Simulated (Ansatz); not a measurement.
# AlGaHF (triplet): the correlation ladder at a displaced geometry (v1), cc-pVDZ

One table from this session's results is given with a row withheld; the runs are named, their logs left out.

Program: Ansatz 0.2.0, Gaussian basis. Level of theory: cc-pVDZ, core rule «outside noble gas», up to 20 orbitals frozen. These are calculated values, not measurements.

The runs, in order: UHF; CCSD(T) on ROHF; CCSD(T) on UHF; BCCD(T) on ROHF; CISD; CCSDT(Q) on ROHF; CCSDT(Q) on UHF.

27 further runs of the same task are left out: 17 that didn't finish, 10 set aside as unsound or not needed.

## The system

The geometry is a PBE0/def2-TZVP stationary point (not a proven minimum) with its atoms shifted at random (size 0.040 Å). No spin-orbit coupling is included. The filled d shell of Ga may be among the frozen orbitals whatever the setting's name suggests; the logs give the count.

4 atoms, charge 0, spin multiplicity 3.

Atoms are counted from 1 here; the program's logs count them from 0.

Bond lengths: Al1–Ga2 2.496 Å, Ga2–F3 1.749 Å, Ga2–H4 1.571 Å. Angles: Al1–Ga2–F3 115.0°, Al1–Ga2–H4 130.1°, F3–Ga2–H4 114.8°.

The first run:

File in.yaml:

```yaml
crystal:
  periodic: [false, false, false]
  atoms:
    - {symbol: Al, position_ang: [-0.006694, -0.279049, 2.043981]}
    - {symbol: Ga, position_ang: [-0.007527, 0.352745, -0.370480]}
    - {symbol: F, position_ang: [0.040437, -0.992142, -1.487710]}
    - {symbol: H, position_ang: [-0.062340, 1.769804, -1.046347]}
basis:
  gaussian: {orbitals: cc-pVDZ}
magnetization: {spin_polarized: true, initial_magnetization: 2}
hamiltonian: {xc: hf}
output: {orbitals: {seedname: orbitals}}
```

The run is started by

```console
> ansatz run in.yaml --threads 1 --pin off --events-out ev --progress --plain --max-ram 2393MiB
```

Among the steps run: UHF; CCSD(T) on ROHF; CCSD(T) on UHF; BCCD(T) on ROHF; CISD; CCSDT(Q) on ROHF; CCSDT(Q) on UHF.

One of the session's tables, all rows but one given; the rest of the session is left out.

```
   method  from UCCSDT(Q) (kcal/mol)
     ROHF                    +197.74
      UHF                    +195.95
     RMP2                     +21.68
     UMP2                     +21.17
    RCCSD                          ?
    UCCSD                      +5.63
 RCCSD(T)                      +1.37
 UCCSD(T)                      +1.31
  BCCD(T)                      +1.21
   RCCSDT                      +0.54
   UCCSDT                      +0.48
RCCSDT(Q)                      +0.12
UCCSDT(Q)                          0
```

**Question.** Estimate the row for RCCSD.

The run gave: from UCCSDT(Q) (kcal/mol): +5.79. In the column «from UCCSDT(Q) (kcal/mol)» it lies between UCCSD (+5.63) and UMP2 (+21.17).

Not comparable, so not listed: CISD (they don't share determinant, frozen orbitals or solution with the rows shown, or repeat one).

To keep in mind: Restricted and unrestricted rows rest on different reference determinants; where their highest levels disagree by more than a few hundredths of an eV, they describe different states and don't form one ladder.
